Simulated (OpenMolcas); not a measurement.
# One shape, several levels: Si2H4F2 (SMILES F[SiH2][SiH2]F)

Wanted: a comparison of 6 runs (HF/STO-3G, HF/3-21G, M06-L/6-31G*, PBE/6-31G*, B3LYP/6-31G*, MP2/6-31G*) of Si2H4F2. 

The calculation is run with OpenMolcas 26.06.

## Step 1: The system as given

Si2H4F2: 8 atoms, total charge 0, spin state singlet. SMILES: `F[SiH2][SiH2]F`. Geometry: relaxed at PBE0-D4/def2-TZVP. This is one conformer, not always the lowest.

Bond lengths: F1–Si2 1.605 Å, Si2–Si3 2.350 Å, Si3–F4 1.605 Å, Si2–H5 1.485 Å, Si2–H6 1.487 Å, Si3–H7 1.487 Å, Si3–H8 1.485 Å. Some angles: F1–Si2–Si3 110.4°, Si2–Si3–F4 110.4°, F1–Si2–H5 108.0°, F1–Si2–H6 108.1°, Si3–Si2–H5 111.7°, Si3–Si2–H6 109.2°, Si2–Si3–H7 109.2°, Si2–Si3–H8 111.7°, F4–Si3–H7 108.1°, F4–Si3–H8 108.0°.

## Step 2: Energy and gradient at HF/STO-3G (run 1)

struct.xyz reads:

```xyz
8

F     -1.934800     1.205800    -0.274500
Si    -0.357800     1.128100     0.012400
Si     0.358600    -1.109600     0.044100
F      0.281000    -1.742000    -1.428800
H      0.340100     1.914200    -1.037000
H     -0.099800     1.743700     1.341600
H      1.774800    -1.164000     0.495400
H     -0.477100    -1.941900     0.946800
```

calc.inp reads:

```
* F2H4Si2 Hartree-Fock
>>> EXPORT MOLCAS_PRINT=2

&GATEWAY
 BASLIB=$CurrDir
 COORD=struct.xyz
 BASIS=STO-3G
 GROUP=NoSym

&SEWARD

&SCF
 THRESHOLDS=1e-10 1e-07 1e-07 1e-05
 PRORBITALS=1 1

&ALASKA
```

The basis set STO-3G is read from a file made from the Basis Set Exchange's data (not shown).

Launch:

```sh
$ export MOLCAS_MEM=1860
$ pymolcas calc.inp > calc.log
```

Log:

```text
--- Start Module: gateway ---
[...]
--- Stop Module: gateway /rc=_RC_ALL_IS_WELL_ ---
[...]
      Basis functions           32
[...]
--- Start Module: scf ---
[...]
       Convergence after  10 Iterations
[...]
::    Total SCF energy                               -769.6421306060
[...]
      Total spin, S                                     0.0000000000
[...]
      Total electronic charge=   50.000000
      Total            charge=   -0.000000
[...]
      Dipole Moment (debye):
      Origin of the operator (angstrom)=   -0.3046   -0.0930   -0.2962
                   X=  9.5797E-01               Y=  3.2136E-01               Z=  1.0192E+00           Total=  1.4352E+00
      Quadrupole Moment (debye*angstrom):
[...]
 *              Molecular gradients               *
 **************************************************
  Irreducible representation: a
 ------------------------------------------------------------------------------------------
                              X                       Y                       Z
 ------------------------------------------------------------------------------------------
  F1                2.03383217386488E-02   -2.58285606823971E-03    3.55625642753399E-03
  SI2              -4.57664473789334E-02    3.91981543476660E-03   -1.19264185172363E-02
  SI3              -5.19246392510375E-03   -2.10005274825367E-02   -4.21883100609364E-02
  F4                3.95750602247169E-04    9.51952659248967E-03    1.84687529575100E-02
  H5                1.34944613770434E-02    1.55337197014624E-02   -2.26577749295385E-02
  H6                4.79875714230849E-03    1.09474605420528E-02    2.89694110699426E-02
  H7                3.02116475916208E-02    7.87498735556058E-04    8.26277147914500E-03
  H8               -1.82800271478700E-02   -1.71246374555531E-02    1.75153115736126E-02
[...]
```

Run time: 2.9 s. Hardware: 1 thread of AMD EPYC 7R43 (Zen 3), shared host; peak memory 0.37 GiB.

## Step 3: Energy and gradient at HF/3-21G (run 2)

test.inp reads:

```
>>> EXPORT MOLCAS_PRINT=2

&GATEWAY
 BasLib=$CurrDir
 BasisSet
 F.3-21G....
 F1 -1.934800 1.205800 -0.274500 angstrom
 F4 0.281000 -1.742000 -1.428800 angstrom
 End of Basis
 BasisSet
 Si.3-21G....
 Si2 -0.357800 1.128100 0.012400 angstrom
 Si3 0.358600 -1.109600 0.044100 angstrom
 End of Basis
 BasisSet
 H.3-21G....
 H5 0.340100 1.914200 -1.037000 angstrom
 H6 -0.099800 1.743700 1.341600 angstrom
 H7 1.774800 -1.164000 0.495400 angstrom
 H8 -0.477100 -1.941900 0.946800 angstrom
 End of Basis

&SEWARD

&SCF
 Thresholds=1e-10 1e-07 1e-07 1e-05
 PrOrbitals=1 1

&ALASKA
```

The basis set 3-21G is read from a file made from the Basis Set Exchange's data (not shown).

Launch:

```sh
$ export MOLCAS_MEM=1860
$ pymolcas test.inp > test.log
```

Log:

```text
--- Start Module: gateway ---
[...]
--- Stop Module: gateway /rc=_RC_ALL_IS_WELL_ ---
[...]
      Basis functions           52
[...]
--- Start Module: scf ---
[...]
       Convergence after  11 Iterations
[...]
::    Total SCF energy                               -775.0041969894
[...]
      Total spin, S                                     0.0000000000
[...]
      Total electronic charge=   50.000000
      Total            charge=   -0.000000
[...]
      Dipole Moment (debye):
      Origin of the operator (angstrom)=   -0.3046   -0.0930   -0.2962
                   X=  1.7449E+00               Y=  5.8514E-01               Z=  1.8563E+00           Total=  2.6140E+00
      Quadrupole Moment (debye*angstrom):
[...]
 *              Molecular gradients               *
 **************************************************
  Irreducible representation: a
 ------------------------------------------------------------------------------------------
                              X                       Y                       Z
 ------------------------------------------------------------------------------------------
  F1                3.08861042067896E-02    3.37271091595426E-04    5.21718570974405E-03
  F4                1.69777613385336E-03    1.05717649175929E-02    2.94097883337781E-02
  SI2              -2.82031367766304E-02   -3.87848973704230E-03   -5.05948001190903E-03
  SI3              -2.91309768262948E-03   -6.54828944435248E-03   -2.79633079537405E-02
  H5               -1.30716394611197E-03    2.17528884332818E-03   -2.21155547118412E-03
  H6               -1.76280275006535E-03    2.64159698568212E-03    2.01634509191440E-03
  H7                2.88712268114111E-03   -2.26577669865159E-03   -8.21192021353223E-04
  H8               -1.28480186633073E-03   -3.03336595814319E-03   -5.87783677218123E-04
[...]
```

Wall time 3.6 s (1 thread of AMD EPYC 7R43 (Zen 3), shared host); peak memory 0.38 GiB.

Runs 3 to 5 aren't shown in full; the table further down has their settings and results.

## Step 4: A single-point energy at MP2/6-31G(d) (spherical functions) (run 6)

struct.xyz is that of step 2.

test.inp reads:

```
* F2H4Si2 MP2
&GATEWAY
BASLIB = $CurrDir
COORD = struct.xyz
BASIS = 6-31Gs
GROUP = NoSym
&SEWARD
&SCF
THRESHOLDS = 1e-10 1e-07 1e-07 1e-05
PRORBITALS = 1 1
&MBPT2
FROZEN = 12
```

The basis set 6-31G* is read from a file made from the Basis Set Exchange's data (not shown).

Launch:

```sh
$ export MOLCAS_MEM=1860
$ pymolcas test.inp > test.log
```

Log:

```text
--- Start Module: gateway ---
[...]
--- Stop Module: gateway /rc=_RC_ALL_IS_WELL_ ---
[...]
      Basis functions           72
[...]
--- Start Module: scf ---
[...]
       Convergence after  12 Iterations
[...]
::    Total SCF energy                               -779.1407701771
[...]
      Total spin, S                                     0.0000000000
[...]
      Total electronic charge=   50.000000
      Total            charge=   -0.000000
[...]
      Dipole Moment (debye):
      Origin of the operator (angstrom)=   -0.3046   -0.0930   -0.2962
                   X=  1.4272E+00               Y=  4.7863E-01               Z=  1.5184E+00           Total=  2.1381E+00
      Quadrupole Moment (debye*angstrom):
[...]
--- Stop Module: scf /rc=_RC_ALL_IS_WELL_ ---
[...]
--- Start Module: mbpt2 ---
[...]
WARNING!
Default frozen orbitals as non valence orbitals is overwritten by user input.
Default values:   6
[...]
       Reference weight ( Cref**2 )         =        0.87497
::    Total MBPT2 energy                             -779.6369829242
[...]
      Total MBPT2 calculations                           0.31      0.38
--- Stop Module: mbpt2 /rc=_RC_ALL_IS_WELL_ ---
[...]
```

Wall time 10 s (1 thread of AMD EPYC 7R43 (Zen 3), shared host); peak memory 0.42 GiB.

## Step 5: Overview of the runs

```csv
run,level,integration grid,Cartesian functions,energy (Eh),dipole moment (D) of the reference,HOMO energy (eV),LUMO energy (eV),wall time
1,HF/STO-3G,–,no,-769.642131,1.44,-8.20,10.36,2.9 s
2,HF/3-21G,–,no,-775.004197,2.61,-11.37,2.97,3.6 s
3,M06-L/6-31G* (spherical functions),UltraFine,no,-781.103405,1.76,-7.24,-0.98,36 s
4,PBE/6-31G* (spherical functions),UltraFine,no,-780.620705,1.64,-6.92,-1.41,49 s
5,B3LYP/6-31G* (Cartesian functions),UltraFine,yes,-781.173328,1.81,-8.02,-0.77,44 s
6,MP2/6-31G* (spherical functions),–,no,-779.636983,2.14,-11.35,2.67,10 s
```

## Step 6: Outcome

| quantity | value |
| --- | --- |
| run 6: total energy | -779.63698 Eh |
| run 6: dipole moment (mean-field density) | 2.14 D |
| run 6: HOMO energy (Hartree–Fock orbitals) | -11.35 eV |
| run 6: LUMO energy (Hartree–Fock orbitals) | 2.67 eV |
| run 6: HOMO–LUMO gap (Hartree–Fock orbitals) | 14.02 eV |
| run 6: correlation energy (12 core orbitals frozen) | -496.2 mEh |

**Reading.** Over runs 1, 2, 3, 4, 5 the dipole moment (its size) runs from 1.44 D (HF/STO-3G) to 2.61 D (HF/3-21G). Over runs 1, 2, 3, 4, 5 the HOMO–LUMO gap runs from 5.51 eV (PBE/6-31G*) to 18.56 eV (HF/STO-3G). The two ends differ in method and basis. Totals of different functionals can't be ranked against each other. In run 1 the basis is minimal, so the values are rough. All runs together took 2.4 min, the longest 49 s.
